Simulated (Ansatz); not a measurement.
# TaH3 (quintet): wB97M-V, B2PLYP over vertical spin and charge gaps, def2-QZVPP

How well do these functionals follow the top wave-function level for TaH3 (quintet) over vertical spin and charge gaps?

Method: def2-QZVPP, all electrons in the functionals, frozen cores in the correlation of double hybrids and RPA; program: Ansatz 0.2.0, Gaussian basis.

To be run: wB97M-V, B2PLYP, at charge 0, quintet; charge 0, triplet; charge 0, septet; charge 1, quartet; charge 1, sextet.

## (1) What is computed

The geometry is a PBE0/def2-TZVP stationary point (not a proven minimum). No spin-orbit coupling is included. Elements past krypton take def2 core potentials.

4 atoms, charge 0, spin multiplicity 5.

Atoms are counted from 1 here; the program's logs count them from 0.

Bond lengths: Ta1–H2 2.075 Å, Ta1–H3 2.075 Å, Ta1–H4 1.813 Å, H2–H3 0.801 Å. Angles: H2–Ta1–H3 22.3°, H2–Ta1–H4 168.9°, H3–Ta1–H4 168.9°, Ta1–H2–H3 78.9°, Ta1–H3–H2 78.9°.

No dispersion term is added; wB97M-V holds VV10 nonlocal correlation.

The geometry shown and the zero of energy belong to the point charge 0, quintet. The yardstick, UCCSD(T), and other wave-function levels (R restricted, U unrestricted, valence and pair active spaces) come from earlier runs.

## (2) wB97M-V, charge 0, quintet

File in.yaml:

```yaml
crystal:
  periodic: [false, false, false]
  atoms:
    - {symbol: Ta, position_ang: [0.000000, 0.000000, 0.012372]}
    - {symbol: H, position_ang: [0.000000, -0.400716, -2.023105]}
    - {symbol: H, position_ang: [0.000000, 0.400716, -2.023105]}
    - {symbol: H, position_ang: [0.000000, 0.000000, 1.825162]}
basis:
  gaussian: {orbitals: "def2-QZVPP.json"}
magnetization: {spin_polarized: true, initial_magnetization: 4}
hamiltonian: {xc: {name: wB97M-V}}
output: {orbitals: {seedname: orbitals}}
```

On the command line:

```sh
> ansatz run in.yaml --threads 2 --pin off --events-out ev --progress --plain --max-ram 24576MiB --backend cuda --devices 0, --max-vram 18GiB
```

Output (excerpt; [...] marks lines left out):

```text
Functional definition: wB97M-V
  name "wB97M-V"
  cite "Mardirossian & Head-Gordon, J. Chem. Phys. 144, 214110 (2016) doi:10.1063/1.4952647"
  cite "Becke, J. Chem. Phys. 107, 8554 (1997) doi:10.1063/1.475007"
  cite "Vydrov & Van Voorhis, J. Chem. Phys. 133, 244103 (2010) doi:10.1063/1.3521275"
  # Of w^i u^j: cxij and so on, Table III.
[...]
  gx(w, u) = 1 - cx + cx01*u + cx10*w
  gss(w, u) = css00 + css04*u^4 + css10*w + css20*w^2 + css43*w^4*u^3
  gos(w, u) = cos00 + cos10*w + (cos20 + cos21*u)*w^2 + (cos60 + cos61*u)*w^6
[...]
      + integral(e_c_pw_mod_opposite_spin*gos(b97_w_opposite, b97_u_opposite)) + vv10(b, c)
611 factors; their error is unknown
178 factors; integrals over basis functions are off by at most 4.2e-5 eV
[...]
mean field -1592.29440983 eV, -58.5157402653 hartree, gradient 1.7e-6 eV, S^2 6.005565; 4 other end points of the search recorded, 0 dependent functions left out
reference -1592.29446277 eV, -58.5157422108 hartree; 10, 6 occupied and 161, 165 virtual orbitals, 611 factors
Total energy: -1592.29446277 eV, -58.5157422108 hartree
```

Run time: 12 s. Hardware: 1 × H100 (card shared with other runs) with 2 threads of AMD EPYC 7R13, shared host; peak host memory 0.96 GiB.

From the report: ⟨S²⟩ of the determinant 6.006 (pure quintet: 6.00).

## (3) wB97M-V, charge 0, triplet

in.yaml, as its differences from that of step 2:

```diff
@@ -9,3 +9,3 @@
   gaussian: {orbitals: "def2-QZVPP.json"}
-magnetization: {spin_polarized: true, initial_magnetization: 4}
+magnetization: {spin_polarized: true, initial_magnetization: 2}
 hamiltonian: {xc: {name: wB97M-V}}
```

The command is unchanged.

Output (excerpt; [...] marks lines left out):

```text
Functional definition: wB97M-V
  name "wB97M-V"
  cite "Mardirossian & Head-Gordon, J. Chem. Phys. 144, 214110 (2016) doi:10.1063/1.4952647"
  cite "Becke, J. Chem. Phys. 107, 8554 (1997) doi:10.1063/1.475007"
  cite "Vydrov & Van Voorhis, J. Chem. Phys. 133, 244103 (2010) doi:10.1063/1.3521275"
  # Of w^i u^j: cxij and so on, Table III.
[...]
  gx(w, u) = 1 - cx + cx01*u + cx10*w
  gss(w, u) = css00 + css04*u^4 + css10*w + css20*w^2 + css43*w^4*u^3
  gos(w, u) = cos00 + cos10*w + (cos20 + cos21*u)*w^2 + (cos60 + cos61*u)*w^6
[...]
      + integral(e_c_pw_mod_opposite_spin*gos(b97_w_opposite, b97_u_opposite)) + vv10(b, c)
611 factors; their error is unknown
178 factors; integrals over basis functions are off by at most 4.2e-5 eV
[...]
mean field -1592.09012149 eV, -58.5082328074 hartree, gradient 6.2e-6 eV, S^2 2.349772; 13 other end points of the search recorded, 0 dependent functions left out
reference -1592.09017720 eV, -58.5082348546 hartree; 9, 7 occupied and 162, 164 virtual orbitals, 611 factors
Total energy: -1592.09017720 eV, -58.5082348546 hartree
```

It took 47 s on 1 × H100 (card shared with other runs) with 2 threads of AMD EPYC 7R13, shared host; peak host memory 0.95 GiB.

From the report: ⟨S²⟩ of the determinant 2.350 (pure triplet: 2.00).

From charge 0, quintet: +19.7 kJ/mol.

## (4) wB97M-V, charge 0, septet

in.yaml, as its differences from that of step 3:

```diff
@@ -9,3 +9,3 @@
   gaussian: {orbitals: "def2-QZVPP.json"}
-magnetization: {spin_polarized: true, initial_magnetization: 2}
+magnetization: {spin_polarized: true, initial_magnetization: 6}
 hamiltonian: {xc: {name: wB97M-V}}
```

The command is unchanged.

Output (excerpt; [...] marks lines left out):

```text
Functional definition: wB97M-V
  name "wB97M-V"
  cite "Mardirossian & Head-Gordon, J. Chem. Phys. 144, 214110 (2016) doi:10.1063/1.4952647"
  cite "Becke, J. Chem. Phys. 107, 8554 (1997) doi:10.1063/1.475007"
  cite "Vydrov & Van Voorhis, J. Chem. Phys. 133, 244103 (2010) doi:10.1063/1.3521275"
  # Of w^i u^j: cxij and so on, Table III.
[...]
  gx(w, u) = 1 - cx + cx01*u + cx10*w
  gss(w, u) = css00 + css04*u^4 + css10*w + css20*w^2 + css43*w^4*u^3
  gos(w, u) = cos00 + cos10*w + (cos20 + cos21*u)*w^2 + (cos60 + cos61*u)*w^6
[...]
      + integral(e_c_pw_mod_opposite_spin*gos(b97_w_opposite, b97_u_opposite)) + vv10(b, c)
611 factors; their error is unknown
178 factors; integrals over basis functions are off by at most 4.2e-5 eV
[...]
mean field -1588.58104590 eV, -58.3792766581 hartree, gradient 1.9e-5 eV, S^2 12.002833; 4 other end points of the search recorded, 0 dependent functions left out
reference -1588.58110209 eV, -58.3792787229 hartree; 11, 5 occupied and 160, 166 virtual orbitals, 611 factors
Total energy: -1588.58110209 eV, -58.3792787229 hartree
```

Run time: 20 s. Hardware: 1 × H100 (card shared with other runs) with 2 threads of AMD EPYC 7R13, shared host; peak host memory 0.95 GiB.

From the report: ⟨S²⟩ of the determinant 12.003 (pure septet: 12.00).

From charge 0, quintet: +358.3 kJ/mol.

## (5) wB97M-V, charge 1, quartet

in.yaml, as its differences from that of step 4:

```diff
@@ -9,3 +9,4 @@
   gaussian: {orbitals: "def2-QZVPP.json"}
-magnetization: {spin_polarized: true, initial_magnetization: 6}
+total_charge: 1
+magnetization: {spin_polarized: true, initial_magnetization: 3}
 hamiltonian: {xc: {name: wB97M-V}}
```

Launched as before.

Output (excerpt; [...] marks lines left out):

```text
Functional definition: wB97M-V
  name "wB97M-V"
  cite "Mardirossian & Head-Gordon, J. Chem. Phys. 144, 214110 (2016) doi:10.1063/1.4952647"
  cite "Becke, J. Chem. Phys. 107, 8554 (1997) doi:10.1063/1.475007"
  cite "Vydrov & Van Voorhis, J. Chem. Phys. 133, 244103 (2010) doi:10.1063/1.3521275"
  # Of w^i u^j: cxij and so on, Table III.
[...]
  gx(w, u) = 1 - cx + cx01*u + cx10*w
  gss(w, u) = css00 + css04*u^4 + css10*w + css20*w^2 + css43*w^4*u^3
  gos(w, u) = cos00 + cos10*w + (cos20 + cos21*u)*w^2 + (cos60 + cos61*u)*w^6
[...]
      + integral(e_c_pw_mod_opposite_spin*gos(b97_w_opposite, b97_u_opposite)) + vv10(b, c)
611 factors; their error is unknown
178 factors; integrals over basis functions are off by at most 4.2e-5 eV
[...]
mean field -1585.05736687 eV, -58.2497838421 hartree, gradient 4.0e-6 eV, S^2 3.754247; 7 other end points of the search recorded, 0 dependent functions left out
reference -1585.05741479 eV, -58.2497856029 hartree; 9, 6 occupied and 162, 165 virtual orbitals, 611 factors
Total energy: -1585.05741479 eV, -58.2497856029 hartree
```

It took 16 s on 1 × H100 (card shared with other runs) with 2 threads of AMD EPYC 7R13, shared host; peak host memory 0.96 GiB.

From the report: ⟨S²⟩ of the determinant 3.754 (pure quartet: 3.75).

From charge 0, quintet: +698.3 kJ/mol.

## (6) wB97M-V, charge 1, sextet

in.yaml, as its differences from that of step 5:

```diff
@@ -10,3 +10,3 @@
 total_charge: 1
-magnetization: {spin_polarized: true, initial_magnetization: 3}
+magnetization: {spin_polarized: true, initial_magnetization: 5}
 hamiltonian: {xc: {name: wB97M-V}}
```

Launched as before.

Output (excerpt; [...] marks lines left out):

```text
Functional definition: wB97M-V
  name "wB97M-V"
  cite "Mardirossian & Head-Gordon, J. Chem. Phys. 144, 214110 (2016) doi:10.1063/1.4952647"
  cite "Becke, J. Chem. Phys. 107, 8554 (1997) doi:10.1063/1.475007"
  cite "Vydrov & Van Voorhis, J. Chem. Phys. 133, 244103 (2010) doi:10.1063/1.3521275"
  # Of w^i u^j: cxij and so on, Table III.
[...]
  gx(w, u) = 1 - cx + cx01*u + cx10*w
  gss(w, u) = css00 + css04*u^4 + css10*w + css20*w^2 + css43*w^4*u^3
  gos(w, u) = cos00 + cos10*w + (cos20 + cos21*u)*w^2 + (cos60 + cos61*u)*w^6
[...]
      + integral(e_c_pw_mod_opposite_spin*gos(b97_w_opposite, b97_u_opposite)) + vv10(b, c)
611 factors; their error is unknown
178 factors; integrals over basis functions are off by at most 4.2e-5 eV
[...]
mean field -1582.72747848 eV, -58.1641620229 hartree, gradient 4.6e-6 eV, S^2 8.752086; 5 other end points of the search recorded, 0 dependent functions left out
reference -1582.72752578 eV, -58.1641637613 hartree; 10, 5 occupied and 161, 166 virtual orbitals, 611 factors
Total energy: -1582.72752578 eV, -58.1641637613 hartree
```

It took 21 s on 1 × H100 (card shared with other runs) with 2 threads of AMD EPYC 7R13, shared host; peak host memory 0.96 GiB.

From the report: ⟨S²⟩ of the determinant 8.752 (pure sextet: 8.75).

From charge 0, quintet: +923.1 kJ/mol.

## (7) B2PLYP, charge 0, quintet

in.yaml, as its differences from that of step 6:

```diff
@@ -9,5 +9,4 @@
   gaussian: {orbitals: "def2-QZVPP.json"}
-total_charge: 1
-magnetization: {spin_polarized: true, initial_magnetization: 5}
-hamiltonian: {xc: {name: wB97M-V}}
-output: {orbitals: {seedname: orbitals}}
+magnetization: {spin_polarized: true, initial_magnetization: 4}
+hamiltonian: {xc: {name: B2PLYP}}
+correlation: {electrons: outside_noble_gas}
```

Same command.

Output (excerpt; [...] marks lines left out):

```text
Functional definition: B2PLYP
  name "B2PLYP"
  cite "Grimme, J. Chem. Phys. 124, 034108 (2006) doi:10.1063/1.2148954"
  cite "Becke, Phys. Rev. A 38, 3098 (1988) doi:10.1103/PhysRevA.38.3098"
  cite "Lee, Yang & Parr, Phys. Rev. B 37, 785 (1988) doi:10.1103/PhysRevB.37.785"
[...]
1011 factors; integrals over basis functions are off by at most 1.5e-3 eV
[...]
mean field -1588.75293725 eV, -58.3855935487 hartree, gradient 4.1e-10 eV, S^2 6.007667; 7 other end points of the search recorded, 0 dependent functions left out
4 core orbitals not correlated: weight in the atoms' cores, before any rotation towards them, 0.999 or more for the frozen orbitals, at most 0.000 for the correlated occupied ones
reference -1588.75307934 eV, -58.3855987701 hartree; 6, 2 occupied and 161, 165 virtual orbitals, 1011 factors
second order -4.28627609 eV of doubles, -0.00000000 eV of singles
Total energy: -1589.91037388 eV, -58.4281285602 hartree
```

Wall time 8 s (1 × H100 (card shared with other runs) with 2 threads of AMD EPYC 7R13, shared host); peak host memory 0.9 GiB.

From the report: ⟨S²⟩ of the determinant 6.008 (pure quintet: 6.00).

## (8) B2PLYP, charge 0, triplet

in.yaml, as its differences from that of step 7:

```diff
@@ -9,3 +9,3 @@
   gaussian: {orbitals: "def2-QZVPP.json"}
-magnetization: {spin_polarized: true, initial_magnetization: 4}
+magnetization: {spin_polarized: true, initial_magnetization: 2}
 hamiltonian: {xc: {name: B2PLYP}}
```

Launched as before.

Output (excerpt; [...] marks lines left out):

```text
Functional definition: B2PLYP
  name "B2PLYP"
  cite "Grimme, J. Chem. Phys. 124, 034108 (2006) doi:10.1063/1.2148954"
  cite "Becke, Phys. Rev. A 38, 3098 (1988) doi:10.1103/PhysRevA.38.3098"
  cite "Lee, Yang & Parr, Phys. Rev. B 37, 785 (1988) doi:10.1103/PhysRevB.37.785"
[...]
1011 factors; integrals over basis functions are off by at most 1.5e-3 eV
[...]
mean field -1588.42040318 eV, -58.3733731470 hartree, gradient 3.3e-10 eV, S^2 2.544559; 17 other end points of the search recorded, 0 dependent functions left out
4 core orbitals not correlated: weight in the atoms' cores, before any rotation towards them, 0.999 or more for the frozen orbitals, at most 0.000 for the correlated occupied ones
reference -1588.42054440 eV, -58.3733783367 hartree; 5, 3 occupied and 162, 164 virtual orbitals, 1011 factors
second order -4.77756644 eV of doubles, -0.00000000 eV of singles
Total energy: -1589.71048734 eV, -58.4207828653 hartree
```

It took 38 s on 1 × H100 (card shared with other runs) with 2 threads of AMD EPYC 7R13, shared host; peak host memory 0.89 GiB.

From the report: ⟨S²⟩ of the determinant 2.545 (pure triplet: 2.00). The determinant of B2PLYP (⟨S²⟩ 2.54) is far from a pure spin state, so its energy mixes those of several spin states; that is harmless only where they are near-degenerate.

From charge 0, quintet: +19.3 kJ/mol.

## (9) B2PLYP, charge 0, septet

in.yaml, as its differences from that of step 8:

```diff
@@ -9,3 +9,3 @@
   gaussian: {orbitals: "def2-QZVPP.json"}
-magnetization: {spin_polarized: true, initial_magnetization: 2}
+magnetization: {spin_polarized: true, initial_magnetization: 6}
 hamiltonian: {xc: {name: B2PLYP}}
```

Launched as before.

Output (excerpt; [...] marks lines left out):

```text
Functional definition: B2PLYP
  name "B2PLYP"
  cite "Grimme, J. Chem. Phys. 124, 034108 (2006) doi:10.1063/1.2148954"
  cite "Becke, Phys. Rev. A 38, 3098 (1988) doi:10.1103/PhysRevA.38.3098"
  cite "Lee, Yang & Parr, Phys. Rev. B 37, 785 (1988) doi:10.1103/PhysRevB.37.785"
[...]
1011 factors; integrals over basis functions are off by at most 1.5e-3 eV
[...]
mean field -1585.14100677 eV, -58.2528575515 hartree, gradient 7.3e-6 eV, S^2 12.002665; 6 other end points of the search recorded, 0 dependent functions left out
4 core orbitals not correlated: weight in the atoms' cores, before any rotation towards them, 0.998 or more for the frozen orbitals, at most 0.002 for the correlated occupied ones
reference -1585.14115940 eV, -58.2528631606 hartree; 7, 1 occupied and 160, 166 virtual orbitals, 1011 factors
second order -3.73366398 eV of doubles, -0.00000000 eV of singles
Total energy: -1586.14924867 eV, -58.2899097581 hartree
```

Run time: 9.5 s. Hardware: 1 × H100 (card shared with other runs) with 2 threads of AMD EPYC 7R13, shared host; peak host memory 0.89 GiB.

From the report: ⟨S²⟩ of the determinant 12.003 (pure septet: 12.00).

From charge 0, quintet: +362.9 kJ/mol.

## (10) B2PLYP, charge 1, quartet

in.yaml, as its differences from that of step 9:

```diff
@@ -9,3 +9,4 @@
   gaussian: {orbitals: "def2-QZVPP.json"}
-magnetization: {spin_polarized: true, initial_magnetization: 6}
+total_charge: 1
+magnetization: {spin_polarized: true, initial_magnetization: 3}
 hamiltonian: {xc: {name: B2PLYP}}
```

Same command.

Output (excerpt; [...] marks lines left out):

```text
Functional definition: B2PLYP
  name "B2PLYP"
  cite "Grimme, J. Chem. Phys. 124, 034108 (2006) doi:10.1063/1.2148954"
  cite "Becke, Phys. Rev. A 38, 3098 (1988) doi:10.1103/PhysRevA.38.3098"
  cite "Lee, Yang & Parr, Phys. Rev. B 37, 785 (1988) doi:10.1103/PhysRevB.37.785"
[...]
1011 factors; integrals over basis functions are off by at most 1.5e-3 eV
[...]
mean field -1581.82296613 eV, -58.1309218071 hartree, gradient 1.7e-6 eV, S^2 3.760150; 9 other end points of the search recorded, 0 dependent functions left out
4 core orbitals not correlated: weight in the atoms' cores, before any rotation towards them, 0.999 or more for the frozen orbitals, at most 0.000 for the correlated occupied ones
reference -1581.82309839 eV, -58.1309266678 hartree; 5, 2 occupied and 162, 165 virtual orbitals, 1011 factors
second order -3.44494728 eV of doubles, -0.00000000 eV of singles
Total energy: -1582.75323416 eV, -58.1651085267 hartree
```

Run time: 11 s. Hardware: 1 × H100 (card shared with other runs) with 2 threads of AMD EPYC 7R13, shared host; peak host memory 0.89 GiB.

From the report: ⟨S²⟩ of the determinant 3.760 (pure quartet: 3.75).

From charge 0, quintet: +690.6 kJ/mol.

## (11) B2PLYP, charge 1, sextet

in.yaml, as its differences from that of step 10:

```diff
@@ -10,3 +10,3 @@
 total_charge: 1
-magnetization: {spin_polarized: true, initial_magnetization: 3}
+magnetization: {spin_polarized: true, initial_magnetization: 5}
 hamiltonian: {xc: {name: B2PLYP}}
```

The command is unchanged.

Output (excerpt; [...] marks lines left out):

```text
Functional definition: B2PLYP
  name "B2PLYP"
  cite "Grimme, J. Chem. Phys. 124, 034108 (2006) doi:10.1063/1.2148954"
  cite "Becke, Phys. Rev. A 38, 3098 (1988) doi:10.1103/PhysRevA.38.3098"
  cite "Lee, Yang & Parr, Phys. Rev. B 37, 785 (1988) doi:10.1103/PhysRevB.37.785"
[...]
1011 factors; integrals over basis functions are off by at most 1.5e-3 eV
[...]
mean field -1579.63901785 eV, -58.0506631883 hartree, gradient 4.5e-10 eV, S^2 8.752658; 7 other end points of the search recorded, 0 dependent functions left out
4 core orbitals not correlated: weight in the atoms' cores, before any rotation towards them, 0.998 or more for the frozen orbitals, at most 0.001 for the correlated occupied ones
reference -1579.63915142 eV, -58.0506680967 hartree; 6, 1 occupied and 161, 166 virtual orbitals, 1011 factors
second order -2.80006841 eV of doubles, -0.00000000 eV of singles
Total energy: -1580.39516989 eV, -58.0784512631 hartree
```

It took 12 s on 1 × H100 (card shared with other runs) with 2 threads of AMD EPYC 7R13, shared host; peak host memory 0.89 GiB.

From the report: ⟨S²⟩ of the determinant 8.753 (pure sextet: 8.75).

From charge 0, quintet: +918.1 kJ/mol.

## (12) Against the wave-function levels

No level is safe as a reference over these points; UCCSD(T) serves as a yardstick only. It comes from earlier runs at the same points. Energies in kJ/mol, counted from charge 0, quintet; blanks weren't run or aren't comparable.

```csv
level,quintet to triplet,quintet to septet,ionisation to the quartet cation,ionisation to the sextet cation
UCCSD(T),20.7,348.8,692.6,911.2
wB97M-V,19.7,358.3,698.3,923.1
B2PLYP,19.3,362.9,690.6,918.1
```

Largest miss and mean time a point (UCCSD(T) took 62 s a point; shared hosts):

```csv
level,largest miss (kJ/mol),where,time a point
wB97M-V,+11.9,ionisation to the sextet cation,23 s
B2PLYP,+14.1,quintet to septet,16 s
```

## (13) What came out

| quantity | value |
| --- | --- |
| quintet to triplet, UCCSD(T) | 20.7 kJ/mol |
| quintet to septet, UCCSD(T) | 348.8 kJ/mol |
| ionisation to the quartet cation, UCCSD(T) | 692.6 kJ/mol |
| ionisation to the sextet cation, UCCSD(T) | 911.2 kJ/mol |
| largest miss, wB97M-V | +11.9 kJ/mol (ionisation to the sextet cation) |
| largest miss, B2PLYP | +14.1 kJ/mol (quintet to septet) |

**Reading.** Of the functionals, wB97M-V keep the smallest largest miss at the points compared (at most 11.9 kJ/mol) and B2PLYP strays most (14.1 kJ/mol, at quintet to septet). wB97M-V, B2PLYP clearly break the spin symmetry at some points (⟨S²⟩ up to 0.54 above the pure value), so energy there is bought with a mixed spin. Functionals and the yardstick converge differently with the basis, so part of each miss in def2-QZVPP is the basis. The yardstick itself may be off where one determinant is a poor start.
